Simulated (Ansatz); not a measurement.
# ClH7Si3: the cost of one run

Program: Ansatz 0.2.0. Level of theory: RKS r2SCAN-D4/STO-3G. These are calculated values, not measurements.

## (1) The system as given

Bond lengths: Si1–H2 1.460 Å, Si1–Si3 2.220 Å, Si3–H4 1.460 Å, Si3–H5 1.460 Å, Si3–H6 1.460 Å, Si1–Si7 2.218 Å, Si7–H8 1.460 Å, Si7–H9 1.460 Å, Si7–H10 1.460 Å, Si1–Cl11 2.128 Å. Angles (14 of 18 angles, heavy atoms first): Si3–Si1–Si7 109.5°, Si3–Si1–Cl11 109.5°, Si7–Si1–Cl11 109.5°, H2–Si1–Si3 109.5°, H2–Si1–Si7 109.5°, H2–Si1–Cl11 109.5°, Si1–Si3–H4 109.5°, Si1–Si3–H5 109.5°, Si1–Si3–H6 109.5°, Si1–Si7–H8 109.5°, Si1–Si7–H9 109.5°, Si1–Si7–H10 109.5°, H4–Si3–H5 109.4°, H4–Si3–H6 109.4°.

Coordinates:

```xyz
11

Si    0.0000    0.0000    0.0000
H     0.0000    0.0000    1.4600
Si    2.0935    0.0000   -0.7393
H     2.5508   -1.3762   -0.9079
H     2.1573    0.6939   -2.0222
H     2.9510    0.6823    0.2255
Si   -1.0456    1.8115   -0.7393
H    -2.4302    1.4780   -1.0607
H    -1.0215    2.8436    0.2931
H    -0.3743    2.3069   -1.9374
Cl   -1.0032   -1.7381   -0.7093
```

## (2) Preparing the start

Input file input.yaml:

```yaml
crystal:
  periodic: [false, false, false]
  atoms:
    - { symbol: Si, position_ang: [0.0, 0.0, 0.0] }
    - { symbol: H, position_ang: [0.0, 0.0, 1.46] }
    - { symbol: Si, position_ang: [2.0935, 0.0, -0.7393] }
    - { symbol: H, position_ang: [2.5508, -1.3762, -0.9079] }
    - { symbol: H, position_ang: [2.1573, 0.6939, -2.0222] }
    - { symbol: H, position_ang: [2.951, 0.6823, 0.2255] }
    - { symbol: Si, position_ang: [-1.0456, 1.8115, -0.7393] }
    - { symbol: H, position_ang: [-2.4302, 1.478, -1.0607] }
    - { symbol: H, position_ang: [-1.0215, 2.8436, 0.2931] }
    - { symbol: H, position_ang: [-0.3743, 2.3069, -1.9374] }
    - { symbol: Cl, position_ang: [-1.0032, -1.7381, -0.7093] }
basis:
  gaussian: { orbitals: STO-3G }
hamiltonian:
  xc: r2scan
  dispersion: d4
relax:
  f_tol: 0.02
  max_steps: 40
output:
  orbitals: {}
```

Started as:

```console
> ansatz run input.yaml --threads 1 --pin off --max-ram 2048MiB --backend cpu --events-out ev --progress --plain --runs-dir out
```

**Question.** How long does this run take on 1 thread of Arm Neoverse V2, shared host, and how much memory does it need?

About 42 s, with a peak of 0.13 GiB.
